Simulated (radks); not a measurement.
# Ti⁺ in [Ar] 3d3: an all-electron calculation

One table from this session's results is given with a row withheld; the runs are named, their logs left out.

The numbers are computed with radks (a radial shooting solver on a logarithmic mesh, Libxc functionals) version 1 (scalar-relativistic Kohn-Sham, PBE, spin-unpolarised, spherical densities, point nucleus), except any that are marked as measured or tabulated.

### The atom as given

- element: titanium (Z = 22)
- charge: +1
- electrons: 21
- configuration: [Ar] 3d3

The outer shells:

Ti⁺
```
[Ar] core
3d [↑ ][↑ ][↑ ][  ][  ]
```

The first run:

Settings of this run:

```text
Z 22
configuration [Ar] 3d3
relativity scalar-relativistic
functional pbe,pbe
spin unpolarised
nucleus point
c 137.035999084
```

Command:

```console
$ python run_ks.py task.json out
```

The same process makes all the runs of this session.

One table of the session follows, with a row left open; its other results are not shown here.

It belongs to the step «Shells». Radial moments (bohr):

```
level      <r>  outermost maximum (interpolated)  90 % within  nodes
   1s  0.06959                            0.0455        0.124      0
   2s        ?                                 ?            ?      ?
   2p   0.2898                             0.219        0.477      0
   3s    1.015                             0.872         1.52      2
   3p    1.101                             0.907         1.70      1
   3d    1.731                              1.02         3.12      0
```

Estimate the missing values for 2s.

As computed: <r>: 0.3249; outermost maximum (interpolated): 0.269; 90 % within: 0.505; nodes: 1. In the column «<r>» it lies between 2p (0.2898) and 3s (1.015).
